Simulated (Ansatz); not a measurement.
**CH7AlB2: two geometries relaxed**

Are the two ends of the shift of H11 from B4 to Al3 separate minima, and which lies lower? Each is relaxed from a guess. SMILES of the start: B[CH2][AlH][BH2].

Method: RKS PBE-D4/6-31G, in Ansatz 0.2.0.

## Step 1: The system as given

Bond lengths: B1–C2 1.538 Å, C2–Al3 1.963 Å, Al3–B4 2.098 Å, B1–H5 1.195 Å, B1–H6 1.254 Å, C2–H7 1.091 Å, C2–H8 1.104 Å, Al3–H9 1.665 Å, B4–H10 1.111 Å, B4–H11 1.217 Å. Angles (14 of 15 angles, heavy atoms first): B1–C2–Al3 107.8°, C2–Al3–B4 123.0°, B1–C2–H7 110.5°, B1–C2–H8 110.9°, Al3–C2–H7 108.1°, Al3–C2–H8 107.5°, C2–B1–H5 124.4°, C2–B1–H6 119.9°, C2–Al3–H9 119.6°, B4–Al3–H9 117.5°, Al3–B4–H10 122.1°, Al3–B4–H11 113.4°, H7–C2–H8 111.9°, H5–B1–H6 115.5°.

Structure file:

```xyz
11

B    -1.4373    0.9919   -0.3855
C    -1.0363    0.0873    0.7915
Al    0.9038   -0.1979    0.6946
B     1.8504   -1.0544   -0.9704
H    -1.3257    0.6917   -1.5363
H    -2.0004    2.0905   -0.1670
H    -1.5265   -0.8835    0.7111
H    -1.2516    0.5789    1.7564
H     1.8659    0.2564    1.9754
H     2.9457   -1.2358   -0.9982
H     1.0773   -1.3820   -1.8510
```

## Step 2: End point A

Contents of input.yaml:

```yaml
crystal:
  periodic: [false, false, false]
  atoms:
    - { symbol: B, position_ang: [-1.4373, 0.9919, -0.3855] }
    - { symbol: C, position_ang: [-1.0363, 0.0873, 0.7915] }
    - { symbol: Al, position_ang: [0.9038, -0.1979, 0.6946] }
    - { symbol: B, position_ang: [1.8504, -1.0544, -0.9704] }
    - { symbol: H, position_ang: [-1.3257, 0.6917, -1.5363] }
    - { symbol: H, position_ang: [-2.0004, 2.0905, -0.167] }
    - { symbol: H, position_ang: [-1.5265, -0.8835, 0.7111] }
    - { symbol: H, position_ang: [-1.2516, 0.5789, 1.7564] }
    - { symbol: H, position_ang: [1.8659, 0.2564, 1.9754] }
    - { symbol: H, position_ang: [2.9457, -1.2358, -0.9982] }
    - { symbol: H, position_ang: [1.0773, -1.382, -1.851] }
basis:
  gaussian: { orbitals: "6-31G" }
hamiltonian:
  xc: pbe
  dispersion: d4
relax:
  f_tol: 0.02
  max_steps: 50
output:
  orbitals: {}
```

The run is started by

```bash
> ansatz run input.yaml --threads 1 --pin off --max-ram 2048MiB --backend cpu --events-out ev --progress --plain --runs-dir out
```

Standard output, cut to the lines that bear on the results:

```text
Warning: RAYON_NUM_THREADS=1 ignored (pool sized by the plan → 1); use --threads N
[...]
Functional definition: PBE
[...]
788 factors; integrals over basis functions are off by at most 2.3e-4 eV
[...]
mean field -9088.70559742 eV, -334.0037701591 hartree, gradient 3.0e-5 eV, S^2 0.000000; 0 other end points of the search recorded, 0 dependent functions left out
[...]
reference -9088.70564052 eV, -334.0037717433 hartree; 18, 18 occupied and 36, 36 virtual orbitals, 788 factors
relax step   1: F+E_penalty+E_count = -9088.88725576 eV  Δ(F+E_penalty+E_count) = +0.000e0 eV  max|allowed force component| = 2.985e0 eV/Å  Δτ_max = 0.0000 Å  (23 SCF iters, accepted)
[...]
relax step   6: F+E_penalty+E_count = -9089.40009070 eV  Δ(F+E_penalty+E_count) = -2.168e-2 eV  max|allowed force component| = 6.447e-1 eV/Å  Δτ_max = 0.1963 Å  (25 SCF iters, accepted)
[...]
relax step  11: F+E_penalty+E_count = -9089.53581164 eV  Δ(F+E_penalty+E_count) = -1.949e-2 eV  max|allowed force component| = 1.749e-1 eV/Å  Δτ_max = 0.0970 Å  (23 SCF iters, accepted)
[...]
relax step  16: F+E_penalty+E_count = -9089.56312754 eV  Δ(F+E_penalty+E_count) = -8.839e-4 eV  max|allowed force component| = 3.186e-1 eV/Å  Δτ_max = 0.1953 Å  (22 SCF iters, accepted)
[...]
relax step  21: F+E_penalty+E_count = -9089.67153481 eV  Δ(F+E_penalty+E_count) = -5.104e-2 eV  max|allowed force component| = 4.707e-1 eV/Å  Δτ_max = 0.1950 Å  (25 SCF iters, accepted)
relax step  22: F+E_penalty+E_count = -9089.78386811 eV  Δ(F+E_penalty+E_count) = -1.123e-1 eV  max|allowed force component| = 7.208e-1 eV/Å  Δτ_max = 0.1937 Å  (27 SCF iters, accepted)
```

## Step 3: The output, continued: end point A relaxed

Output, continued:

```text
relax step  23: F+E_penalty+E_count = -9089.94267467 eV  Δ(F+E_penalty+E_count) = -1.588e-1 eV  max|allowed force component| = 8.946e-1 eV/Å  Δτ_max = 0.1914 Å  (26 SCF iters, accepted)
relax step  24: F+E_penalty+E_count = -9090.13058413 eV  Δ(F+E_penalty+E_count) = -1.879e-1 eV  max|allowed force component| = 6.400e-1 eV/Å  Δτ_max = 0.1945 Å  (26 SCF iters, accepted)
relax step  25: F+E_penalty+E_count = -9090.26589463 eV  Δ(F+E_penalty+E_count) = -1.353e-1 eV  max|allowed force component| = 3.328e-1 eV/Å  Δτ_max = 0.1454 Å  (26 SCF iters, accepted)
relax step  26: F+E_penalty+E_count = -9090.36409095 eV  Δ(F+E_penalty+E_count) = -9.820e-2 eV  max|allowed force component| = 4.659e-1 eV/Å  Δτ_max = 0.1927 Å  (27 SCF iters, accepted)
relax step  27: F+E_penalty+E_count = -9090.44907915 eV  Δ(F+E_penalty+E_count) = -8.499e-2 eV  max|allowed force component| = 4.059e-1 eV/Å  Δτ_max = 0.1936 Å  (26 SCF iters, accepted)
[...]
mean field -9090.30358271 eV, -334.0624950354 hartree, gradient 1.7e-5 eV, S^2 0.000000; 0 other end points of the search recorded, 0 dependent functions left out
the calculation of the forces begins
reference -9090.30362502 eV, -334.0624965902 hartree; 18, 18 occupied and 36, 36 virtual orbitals, 788 factors
relax step  28: F+E_penalty+E_count = -9090.51077019 eV  Δ(F+E_penalty+E_count) = -6.169e-2 eV  max|allowed force component| = 4.034e-1 eV/Å  Δτ_max = 0.1948 Å  (27 SCF iters, accepted)
these checks for a lower state are left out or cut short: starts, cluster_reference, orbital_swaps, neighbouring_geometries, increment
788 factors; integrals over basis functions are off by at most 1.9e-4 eV
mean field evaluation 192: about -9090.3421 eV, gradient 2.3e-4 eV
mean field -9090.34205401 eV, -334.0639088296 hartree, gradient 9.1e-6 eV, S^2 0.000000; 0 other end points of the search recorded, 0 dependent functions left out
the calculation of the forces begins
reference -9090.34209624 eV, -334.0639103815 hartree; 18, 18 occupied and 36, 36 virtual orbitals, 788 factors
relax step  29: F+E_penalty+E_count = -9090.54960240 eV  Δ(F+E_penalty+E_count) = -3.883e-2 eV  max|allowed force component| = 4.354e-1 eV/Å  Δτ_max = 0.1536 Å  (27 SCF iters, accepted)
these checks for a lower state are left out or cut short: starts, cluster_reference, orbital_swaps, neighbouring_geometries, increment
788 factors; integrals over basis functions are off by at most 1.9e-4 eV
mean field -9090.36144836 eV, -334.0646215589 hartree, gradient 5.2e-5 eV, S^2 0.000000; 0 other end points of the search recorded, 0 dependent functions left out
the calculation of the forces begins
reference -9090.36149047 eV, -334.0646231063 hartree; 18, 18 occupied and 36, 36 virtual orbitals, 788 factors
relax step  30: F+E_penalty+E_count = -9090.56960877 eV  Δ(F+E_penalty+E_count) = -2.001e-2 eV  max|allowed force component| = 4.069e-1 eV/Å  Δτ_max = 0.0770 Å  (22 SCF iters, accepted)
these checks for a lower state are left out or cut short: starts, cluster_reference, orbital_swaps, neighbouring_geometries, increment
788 factors; integrals over basis functions are off by at most 1.9e-4 eV
mean field -9090.37151547 eV, -334.0649915182 hartree, gradient 3.0e-5 eV, S^2 0.000000; 0 other end points of the search recorded, 0 dependent functions left out
the calculation of the forces begins
reference -9090.37155766 eV, -334.0649930689 hartree; 18, 18 occupied and 36, 36 virtual orbitals, 788 factors
relax step  31: F+E_penalty+E_count = -9090.57924033 eV  Δ(F+E_penalty+E_count) = -9.632e-3 eV  max|allowed force component| = 3.024e-1 eV/Å  Δτ_max = 0.0523 Å  (23 SCF iters, accepted)
these checks for a lower state are left out or cut short: starts, cluster_reference, orbital_swaps, neighbouring_geometries, increment
788 factors; integrals over basis functions are off by at most 1.9e-4 eV
mean field -9090.36280475 eV, -334.0646714053 hartree, gradient 3.6e-5 eV, S^2 0.000000; 0 other end points of the search recorded, 0 dependent functions left out
the calculation of the forces begins
reference -9090.36284700 eV, -334.0646729581 hartree; 18, 18 occupied and 36, 36 virtual orbitals, 788 factors
relax step  32: F+E_penalty+E_count = -9090.57039393 eV  Δ(F+E_penalty+E_count) = +8.846e-3 eV  max|allowed force component| = 3.143e-1 eV/Å  Δτ_max = 0.0849 Å  (23 SCF iters, rejected (line search))
these checks for a lower state are left out or cut short: starts, cluster_reference, orbital_swaps, neighbouring_geometries, increment
788 factors; integrals over basis functions are off by at most 1.9e-4 eV
mean field -9090.37642168 eV, -334.0651718181 hartree, gradient 2.5e-5 eV, S^2 0.000000; 0 other end points of the search recorded, 0 dependent functions left out
the calculation of the forces begins
reference -9090.37646386 eV, -334.0651733685 hartree; 18, 18 occupied and 36, 36 virtual orbitals, 788 factors
relax step  33: F+E_penalty+E_count = -9090.58406092 eV  Δ(F+E_penalty+E_count) = -4.821e-3 eV  max|allowed force component| = 5.897e-2 eV/Å  Δτ_max = 0.0262 Å  (24 SCF iters, accepted)
these checks for a lower state are left out or cut short: starts, cluster_reference, orbital_swaps, neighbouring_geometries, increment
788 factors; integrals over basis functions are off by at most 1.9e-4 eV
mean field -9090.37671776 eV, -334.0651826989 hartree, gradient 1.4e-5 eV, S^2 0.000000; 0 other end points of the search recorded, 0 dependent functions left out
the calculation of the forces begins
reference -9090.37675997 eV, -334.0651842502 hartree; 18, 18 occupied and 36, 36 virtual orbitals, 788 factors
relax step  34: F+E_penalty+E_count = -9090.58435629 eV  Δ(F+E_penalty+E_count) = -2.954e-4 eV  max|allowed force component| = 1.424e-2 eV/Å  Δτ_max = 0.0091 Å  (21 SCF iters, accepted)
788 factors; integrals over basis functions are off by at most 1.9e-4 eV
mean field evaluation 224: about -9081.2893 eV, gradient 5.6e1 eV
mean field -9090.37671776 eV, -334.0651826989 hartree, gradient 1.4e-5 eV, S^2 0.000000; 1 other end points of the search recorded, 0 dependent functions left out
the calculation of the forces begins
reference -9090.37675997 eV, -334.0651842502 hartree; 18, 18 occupied and 36, 36 virtual orbitals, 788 factors
Total energy: -9090.58439851 eV, -334.0728148257 hartree
Atom 0 at    -0.428709     0.740020    -0.391928 Å, force     0.014243     0.009314     0.008507 eV/Å
Atom 1 at    -1.196954     0.077704     0.847335 Å, force    -0.001023     0.003376     0.008609 eV/Å
Atom 2 at     0.709548    -0.386356     1.128803 Å, force    -0.013311     0.007362    -0.003928 eV/Å
Atom 3 at     0.853369    -0.202078    -1.024178 Å, force     0.012404    -0.000784     0.009027 eV/Å
Atom 4 at    -0.362990    -0.130465    -1.502997 Å, force    -0.003092     0.000517     0.002850 eV/Å
Atom 5 at    -0.571308     1.874616    -0.759783 Å, force    -0.006538    -0.003147    -0.006093 eV/Å
Atom 6 at    -1.802039    -0.818271     0.630392 Å, force    -0.004259    -0.005088    -0.000912 eV/Å
Atom 7 at    -1.748012     0.747294     1.520342 Å, force     0.004729    -0.005908    -0.004118 eV/Å
Atom 8 at     2.013919    -0.610121     2.024276 Å, force     0.001422     0.001775    -0.001398 eV/Å
Atom 9 at     1.662897     0.047069    -1.866855 Å, force    -0.001018    -0.002673    -0.001243 eV/Å
Atom 10 at     0.935580    -1.396312    -0.584806 Å, force    -0.003558    -0.004744    -0.011300 eV/Å
Dipole moment:    -0.081756    -0.172269     0.252604 e Å
```

Wall time 50 s (1 thread of Intel Xeon 6975P-C (Granite Rapids), shared host); peak memory 0.15 GiB.

The steps of the relaxation, one in 2:

| step | energy from step 1 (eV) | largest force component (eV/Å) |
| --- | --- | --- |
| 1 | 0.0000 | 2.9851 |
| 3 | -0.4055 | 0.5731 |
| 5 | -0.4912 | 0.2604 |
| 7 | -0.5708 | 0.2818 |
| 9 | -0.6291 | 0.3130 |
| 11 | -0.6486 | 0.1749 |
| 13 | -0.6618 | 0.1167 |
| 15 | -0.6750 | 0.1911 |
| 17x | -0.6676 | 0.5430 |
| 19 | -0.7109 | 0.1112 |
| 21 | -0.7843 | 0.4707 |
| 23 | -1.0554 | 0.8946 |
| 25 | -1.3786 | 0.3328 |
| 27 | -1.5618 | 0.4059 |
| 29 | -1.6623 | 0.4354 |
| 31 | -1.6920 | 0.3024 |
| 33 | -1.6968 | 0.0590 |
| 34 | -1.6971 | 0.0142 |

Step 1 is the start. 3 steps were tried and not accepted (marked x).

After: Bond lengths: B1–C2 1.601 Å, C2–Al3 1.982 Å, B1–B4 1.712 Å, Al3–B4 2.166 Å, B4–H5 1.309 Å, B1–H6 1.201 Å, C2–H7 1.103 Å, C2–H8 1.098 Å, Al3–H9 1.598 Å, B4–H10 1.195 Å, B4–H11 1.275 Å. Angles (14 of 22 angles, heavy atoms first): B1–C2–Al3 75.2°, C2–B1–B4 114.7°, C2–Al3–B4 84.4°, B1–B4–Al3 68.3°, B1–C2–H7 116.6°, B1–C2–H8 117.6°, Al3–C2–H7 111.4°, Al3–C2–H8 122.6°, C2–B1–H6 124.8°, B4–B1–H6 119.7°, C2–Al3–H9 153.8°, B4–Al3–H9 121.0°, B1–B4–H5 53.8°, B1–B4–H10 130.8°.

Pairs that crossed the distance rule for bonds on the way: came closer B1–Al3, B1–B4, B4–H5; moved apart B1–H5.

## Step 4: End point B

The second end starts from a geometry with the move made by hand.

Changes to input.yaml since step 2:

```diff
@@ -13,3 +13,3 @@
     - { symbol: H, position_ang: [2.9457, -1.2358, -0.9982] }
-    - { symbol: H, position_ang: [1.0773, -1.382, -1.851] }
+    - { symbol: H, position_ang: [-0.03391, -0.67856, -0.42846] }
 basis:
@@ -22,3 +22 @@
   max_steps: 50
-output:
-  orbitals: {}
```

The run is started by

```bash
> ansatz run input.yaml --threads 1 --pin off --max-ram 2048MiB --backend cpu --events-out ev --progress --plain --runs-dir out
```

Standard output, cut to the lines that bear on the results:

```text
Warning: RAYON_NUM_THREADS=1 ignored (pool sized by the plan → 1); use --threads N
[...]
[... 1 set-up line as earlier in the session ...]
[...]
787 factors; integrals over basis functions are off by at most 2.3e-4 eV
[...]
mean field -9083.18258570 eV, -333.8008032222 hartree, gradient 2.2e-5 eV, S^2 0.000000; 4 other end points of the search recorded, 0 dependent functions left out
[...]
reference -9083.18262856 eV, -333.8008047974 hartree; 18, 18 occupied and 36, 36 virtual orbitals, 787 factors
relax step   1: F+E_penalty+E_count = -9083.38414157 eV  Δ(F+E_penalty+E_count) = +0.000e0 eV  max|allowed force component| = 4.034e0 eV/Å  Δτ_max = 0.0000 Å  (112 SCF iters, accepted)
[...]
relax step   7: F+E_penalty+E_count = -9089.03348185 eV  Δ(F+E_penalty+E_count) = -4.032e-1 eV  max|allowed force component| = 4.910e-1 eV/Å  Δτ_max = 0.1948 Å  (24 SCF iters, accepted)
[...]
relax step  13: F+E_penalty+E_count = -9089.53415918 eV  Δ(F+E_penalty+E_count) = -4.827e-2 eV  max|allowed force component| = 4.271e-1 eV/Å  Δτ_max = 0.2000 Å  (25 SCF iters, accepted)
[...]
relax step  19: F+E_penalty+E_count = -9089.59739781 eV  Δ(F+E_penalty+E_count) = -1.456e-2 eV  max|allowed force component| = 4.223e-1 eV/Å  Δτ_max = 0.1953 Å  (25 SCF iters, accepted)
[...]
relax step  24: F+E_penalty+E_count = -9090.23028089 eV  Δ(F+E_penalty+E_count) = -1.495e-1 eV  max|allowed force component| = 4.775e-1 eV/Å  Δτ_max = 0.1936 Å  (27 SCF iters, accepted)
relax step  25: F+E_penalty+E_count = -9090.33791437 eV  Δ(F+E_penalty+E_count) = -1.076e-1 eV  max|allowed force component| = 4.401e-1 eV/Å  Δτ_max = 0.1950 Å  (25 SCF iters, accepted)
```

## Step 5: The log goes on: end point B relaxed

Output, continued, cut to the lines that bear on the results:

```text
relax step  26: F+E_penalty+E_count = -9090.42484951 eV  Δ(F+E_penalty+E_count) = -8.694e-2 eV  max|allowed force component| = 4.372e-1 eV/Å  Δτ_max = 0.1937 Å  (27 SCF iters, accepted)
[...]
relax step  32: F+E_penalty+E_count = -9090.58432928 eV  Δ(F+E_penalty+E_count) = -4.985e-4 eV  max|allowed force component| = 2.326e-2 eV/Å  Δτ_max = 0.0102 Å  (21 SCF iters, accepted)
[...]
relax step  33: F+E_penalty+E_count = -9090.58444139 eV  Δ(F+E_penalty+E_count) = -1.121e-4 eV  max|allowed force component| = 8.599e-3 eV/Å  Δτ_max = 0.0055 Å  (21 SCF iters, accepted)
787 factors; integrals over basis functions are off by at most 1.9e-4 eV
[...]
mean field -9090.37679144 eV, -334.0651854066 hartree, gradient 1.3e-5 eV, S^2 0.000000; 1 other end points of the search recorded, 0 dependent functions left out
[...]
Atom 1 at    -1.262476     0.240124     1.011005 Å, force     0.008196    -0.006129    -0.006346 eV/Å
Atom 2 at     0.648601    -0.218449     1.262939 Å, force     0.006682     0.000452     0.002039 eV/Å
Atom 3 at     0.709701    -0.248793    -0.901647 Å, force     0.004643    -0.000742     0.000030 eV/Å
Atom 4 at    -0.523900    -0.207654    -1.337568 Å, force    -0.005563     0.003747     0.004249 eV/Å
Atom 5 at    -0.685794     1.862013    -0.790630 Å, force    -0.001141    -0.001250     0.002741 eV/Å
Atom 6 at    -1.882217    -0.665856     0.904824 Å, force    -0.004765    -0.003496    -0.001496 eV/Å
Atom 7 at    -1.781729     0.977007     1.636385 Å, force    -0.002044     0.008599     0.002483 eV/Å
Atom 8 at     1.986896    -0.368767     2.123590 Å, force    -0.002930     0.000008    -0.001835 eV/Å
Atom 9 at     1.486217    -0.095469    -1.796847 Å, force    -0.000828     0.000653     0.004043 eV/Å
Atom 10 at     0.795586    -1.396221    -0.352980 Å, force     0.001365    -0.002699    -0.000018 eV/Å
Dipole moment:    -0.074051    -0.145978     0.272171 e Å
```

Wall time 49 s (1 thread of Intel Xeon 6975P-C (Granite Rapids), shared host); peak memory 0.22 GiB.

Relaxation path, one in 2:

```
step  energy from step 1 (eV)  largest force component (eV/Å)
   1                   0.0000                          4.0345
   3                  -3.0176                          2.2762
   5                  -4.8107                          1.2434
   7                  -5.6493                          0.4910
   9                  -5.9255                          0.5377
  11                  -6.0775                          0.3743
  13                  -6.1500                          0.4271
 15x                  -6.1614                          0.4965
  17                  -6.1875                          0.0747
  19                  -6.2133                          0.4223
  21                  -6.3207                          0.7103
  23                  -6.6966                          0.7229
  25                  -6.9538                          0.4401
  27                  -7.1154                          0.4692
  29                  -7.1865                          0.4480
  31                  -7.1997                          0.0557
  33                  -7.2003                          0.0086
```

Step 1 is the start. 1 step was tried and not accepted (marked x).

After: Bond lengths: B1–C2 1.602 Å, C2–Al3 1.981 Å, B1–B4 1.712 Å, Al3–B4 2.166 Å, B4–H5 1.309 Å, B1–H6 1.201 Å, C2–H7 1.103 Å, C2–H8 1.097 Å, Al3–H9 1.598 Å, B4–H10 1.195 Å, B4–H11 1.275 Å. Angles (14 of 22 angles, heavy atoms first): B1–C2–Al3 75.2°, C2–B1–B4 114.6°, C2–Al3–B4 84.5°, B1–B4–Al3 68.2°, B1–C2–H7 116.5°, B1–C2–H8 117.7°, Al3–C2–H7 111.4°, Al3–C2–H8 122.6°, C2–B1–H6 124.8°, B4–B1–H6 119.7°, C2–Al3–H9 153.9°, B4–Al3–H9 120.9°, B1–B4–H5 53.8°, B1–B4–H10 130.8°.

Pairs that crossed the distance rule for bonds on the way: came closer B1–Al3, B1–B4, B4–H5, B4–H11; moved apart B1–H5, Al3–H11.

## Step 6: Results

```
                           quantity                     value
                              end A  30 moves, 1.697 eV lower
                              end B  31 moves, 7.200 eV lower
largest difference between the ends                    0.00 Å
            end B relative to end A                 -0.000 eV
```

What this shows: The two relaxations end at one structure, within 0.00 Å: no second minimum was found from this start, which doesn't rule one out. The basis is very small, so the numbers are rough.
